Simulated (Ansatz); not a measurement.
# CH5GeNO, SMILES N=C[O][GeH3]: a rigid torsion scan

With Ansatz's Python interface.

The cells in order, each with its output:

```python
import ansatz
from ase import Atoms
```

```python
BASIS = "def2-SVP"
XC = "hf"
FORCE_TOL = 0.02
```

```python
atoms = Atoms(["N", "C", "O", "Ge", "H", "H", "H", "H", "H"], positions=[
    (0.0505, 1.722, -0.5979),
    (1.0399, 1.1505, -0.1423),
    (0.9741, -0.1726, 0.2913),
    (-0.4019, -1.2179, 0.2967),
    (-0.9374, 1.3195, -0.7091),
    (1.9827, 1.7025, -0.0935),
    (-0.0902, -2.623, 0.8724),
    (-0.9587, -1.364, -1.1582),
    (-1.5704, -0.5633, 1.2235),
])
```

```python
first = (
    ansatz.Crystal.molecule_from_ase(atoms).calculation()
    .basis(gaussian=BASIS)
    .functional(XC)
    .relax(force_tolerance=FORCE_TOL, max_steps=80)
)
atoms.positions = first.run().report["positions_ang"]
```

```python
start = atoms.get_dihedral(1, 2, 3, 6)
energies = {}
for turn in range(0, 121, 20):
    turned = atoms.copy()
    turned.set_dihedral(1, 2, 3, 6, start + turn, indices=[3, 6, 7, 8])
    calculation = (
        ansatz.Crystal.molecule_from_ase(turned).calculation()
        .basis(gaussian=BASIS)
        .functional(XC)
    )
    energies[round((start + turn) % 360)] = calculation.run().report["free_energy_ev"]
floor = min(energies.values())
print("dihedral C1-O2-Ge3-H6 (deg)   E - E(min) (kcal/mol)")
for angle, e in sorted(energies.items()):
    print(f"{angle:8d} {23.060548 * (e - floor):14.3f}  " + "#" * int(30 * (e - floor) / max(max(energies.values()) - floor, 1e-9)))
```

    dihedral C1-O2-Ge3-H6 (deg)   E - E(min) (kcal/mol)
         180          0.000
         200          0.303  #####
         220          1.033  ###################
         240          1.554  ##############################
         260          1.335  #########################
         280          0.820  ###############
         300          0.623  ############

The scan is rigid and the energies are electronic, in a modest basis. With rigid groups the curve can differ much from the relaxed path, the start wasn't checked as a minimum of this torsion, and equivalent turns needn't return to the same energy. Finished in 37 s on 1 thread of Arm Neoverse V1, on a shared host, peak memory 0.28 GiB.
